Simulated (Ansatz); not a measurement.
# ClH₄N₂Si radical: small, medium and large basis sets

The task here is to estimate one member of a computed series from the others.

Program: Ansatz 0.2.0, Gaussian basis. Level of theory: one geometry, several basis sets. These are calculated values, not measurements.

The runs, in order: PBE0-D4/def2-SVP; ωB97M-V/def2-SVP; PBE0-D4/def2-QZVPP; ωB97M-V/def2-QZVPP; the functionals' def2-TZVPP values are taken from earlier runs.

## The geometry

The geometry comes from an earlier relaxation with PBE0-D4 in a triple-zeta def2 set; it is a stationary point, not always the lowest conformer.

SMILES `N[Si](N)Cl`, 8 atoms, charge 0, spin multiplicity 2.

Atoms are counted from 1 here; the program's logs count them from 0.

Bond lengths: N1–Si2 1.711 Å, N1–H5 1.007 Å, N1–H6 1.008 Å, Si2–N3 1.704 Å, Si2–Cl4 2.087 Å, N3–H7 1.010 Å, N3–H8 1.006 Å. Angles: Si2–N1–H5 119.8°, Si2–N1–H6 119.0°, H5–N1–H6 112.0°, N1–Si2–N3 106.0°, N1–Si2–Cl4 104.0°, N3–Si2–Cl4 116.8°, Si2–N3–H7 120.5°, Si2–N3–H8 120.8°, H7–N3–H8 112.3°.

Geometry (Å):

```xyz
8
charge 0, multiplicity 2
N    -0.4200    1.2805   -0.2375
Si   -0.6193   -0.4074   -0.0370
N     0.7590   -0.9462    0.8071
Cl   -0.8726   -1.1221   -1.9815
H    -0.9364    1.7632   -0.9552
H    -0.2804    1.8561    0.5783
H     1.6783   -0.6186    0.5480
H     0.7835   -1.8627    1.2218
```

Set-up of the first run:

in.yaml

```yaml
crystal:
  periodic: [false, false, false]
  atoms:
    - {symbol: N, position_ang: [-0.420041, 1.280459, -0.237477]}
    - {symbol: Si, position_ang: [-0.619286, -0.407425, -0.036979]}
    - {symbol: N, position_ang: [0.759000, -0.946219, 0.807121]}
    - {symbol: Cl, position_ang: [-0.872622, -1.122063, -1.981516]}
    - {symbol: H, position_ang: [-0.936364, 1.763173, -0.955223]}
    - {symbol: H, position_ang: [-0.280403, 1.856141, 0.578251]}
    - {symbol: H, position_ang: [1.678284, -0.618601, 0.548011]}
    - {symbol: H, position_ang: [0.783531, -1.862667, 1.221812]}
basis:
  gaussian: {orbitals: def2-SVP}
magnetization: {spin_polarized: true, initial_magnetization: 1}
hamiltonian: {xc: pbe0, dispersion: d4}
output: {orbitals: {seedname: orbitals}}
```

The run is started by

```sh
$ ansatz run in.yaml --threads 4 --pin off --events-out ev --progress --plain --max-ram 10444MiB
```

Among the steps run: PBE0-D4 in def2-SVP; ωB97M-V in def2-SVP; PBE0-D4 in def2-QZVPP; ωB97M-V in def2-QZVPP.

One table of the session follows, with a row left open; its other results are not shown here.

It belongs to the step «Density functionals: the series». 

```
functional       basis  HOMO (eV)  LUMO (eV)
   PBE0-D4    def2-SVP      -5.38      -1.66
   PBE0-D4  def2-TZVPP      -5.62      -1.86
   PBE0-D4  def2-QZVPP      -5.69      -1.96
   ωB97M-V    def2-SVP      -7.12      -0.05
   ωB97M-V  def2-TZVPP          ?          ?
   ωB97M-V  def2-QZVPP      -7.47      -0.49
```

Estimate the missing values for ωB97M-V, def2-TZVPP.

As computed: HOMO (eV): -7.39; LUMO (eV): -0.33. In the column «HOMO (eV)» it lies between ωB97M-V, def2-QZVPP (-7.47) and ωB97M-V, def2-SVP (-7.12).
